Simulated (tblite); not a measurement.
# C5H8Cl2OSi: the cost of one run

Computed with tblite 0.8.0 and PySCF 2.14.0, with density-fitted response routines of our own, on a single molecule in the gas phase. Atoms count from 0, in the outputs and in this text.

### Step 1. The molecule as given

17 atoms, charge 0, multiplicity 1; geometry from: force field or distance geometry start.

Bonds of the start (Å): C0–O1 1.43, O1–Si2 1.65, Si2–Cl3 2.06, Si2–C4 1.88, C4–C5 1.35, C5–Cl6 1.77, C5–C7 1.50, C7–C8 1.53, C8–C4 1.51, C0–H9 1.10, C0–H10 1.08, C0–H11 1.10, Si2–H12 1.49, C7–H13 1.10, C7–H14 1.09, C8–H15 1.08, C8–H16 1.10.

### Step 2. Geometry optimisation with GFN2-xTB

Job settings and geometry (Å):

```
{"job": {"kind": "relax", "xc": "GFN2-xTB", "basis": "xTB"}, "charge": 0, "multiplicity": 1}
C      2.839200     0.039800     0.387500
O      2.032200     1.208100     0.198900
Si     0.548100     1.250100     0.924200
Cl    -0.209800     3.127600     0.548600
C     -0.714200     0.109900     0.134400
C     -0.996200    -1.202200     0.246500
Cl    -0.309900    -2.507200     1.225800
C     -2.104600    -1.154800    -0.766500
C     -1.782800     0.334200    -0.915400
H      2.365100    -0.832200    -0.080900
H      3.794000     0.212000    -0.098100
H      3.014700    -0.159100     1.451600
H      0.639800     1.061600     2.396200
H     -3.112000    -1.371500    -0.393000
H     -1.957400    -1.738400    -1.680000
H     -1.443300     0.628300    -1.902800
H     -2.609700     1.006000    -0.628000
```

Command:

```bash
$ OMP_NUM_THREADS=1 python probes_run.py task.json out
```

One launch serves the whole session: the jobs run in the order shown.

**Question.** How long does this first job take on 1 thread of Intel Xeon at 2.50GHz, shared host, and how much memory does it need?

About 3.1 s, with a peak of 0.18 GiB.
